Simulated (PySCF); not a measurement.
FZnSH, in a box:

```xyz
4
Lattice="11.0000 0.0000 0.0000 0.0000 10.0000 0.0000 0.0000 0.0000 13.0000" Properties=species:S:1:pos:R:3 pbc="T T T"
F     4.8424    5.3538    8.4637
Zn    4.8706    5.3004    6.7003
S     5.0086    5.1496    4.6156
H     6.1924    4.6414    4.6262
```

The cell isn't the ideal one: atoms moved at random, drawn with an rms of 0.05 Å.

Base run:

```yaml
Program: PySCF 2.14.0
Functional: SCAN0
Potentials_or_basis: 6-31g* (all-electron)
k_mesh: 1 × 1 × 1
Occupations: fixed
Spin: no spin polarisation
```

Its results: gap between the frontier levels 6.95 eV.

Problem. The run is repeated on the same cell with these changes: functional from SCAN0 to PBE. What comes out?

Solution. Gap between the frontier levels 4.44 eV.

SCAN0 gives the wider gap, since exact exchange removes part of the self-interaction.

Caveats: this is a molecule in a periodic box at the Γ point, so its band gap is the HOMO-LUMO gap; the basis of atomic orbitals isn't converged, which shifts pressures, moduli and gaps.

